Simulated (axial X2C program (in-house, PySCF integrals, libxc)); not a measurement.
**A two-component session on WP: EOM-IP-CCSD levels**

Aim: EOM-IP-CCSD levels of WP, with spin–orbit coupling in the Hamiltonian from the start.

Method: two-component X2C with atomic mean-field terms, W dyall-acv3z, P dyall-av3z; program: an in-house X2C program for linear molecules on PySCF integrals.

All values are calculated.

## (1) The job

Contents of task.json:

```json
{"zs": [74, 15], "q": 0, "bas": ["dyall-acv3z", "dyall-av3z"], "r0": 2.22, "eom": "ip", "rq": -1, "thr": -2.0, "nmax": 95, "grid": [1, 0.96, 1.045, 0.92, 1.09, 1.15]}
```

Keys: zs atomic numbers; q charge; bas basis sets; r0 starting distance in Å; eom kind of EOM run; thr threshold in hartree for freezing inner shells (an s shell follows its p shell); nmax most natural virtual spinors; grid distances as factors.

Launch:

```
$ python soeom.py task.json out
```

The runs that follow: EOM-IP-CCSD at 2.131 Å.

**Question.** What will these runs give? Wanted: next root led by one particle; T1 of the reference; lowest state, Re and ωe.

**Answer**, as computed:

```
                     quantity                           value
       lowest root at 2.131 Å               Ω = 3/2, 2.055 eV
next root led by one particle  Ω = 1/2, about 380 cm⁻¹ higher
          T1 of the reference                           0.063
      lowest state, Re and ωe               2.087 Å, 576 cm⁻¹
```

In words: Removing an electron from the reference determinant of WP⁻ costs 2.05 eV and empties a spinor of 88% W dδ. The closed-shell reference lies 0.44 eV above the lowest determinant found, so these energies count from an excited configuration. Errors of 0.1 to 0.3 eV are usual at this size, and roots led by higher excitations are left out, so the list is incomplete, and low states of that kind can be missing. T1 or the largest double amplitude of the reference is raised, which lowers the reliability. The bond is 0.040 Å shorter than in the closed-shell reference at CCSD (2.127 Å).
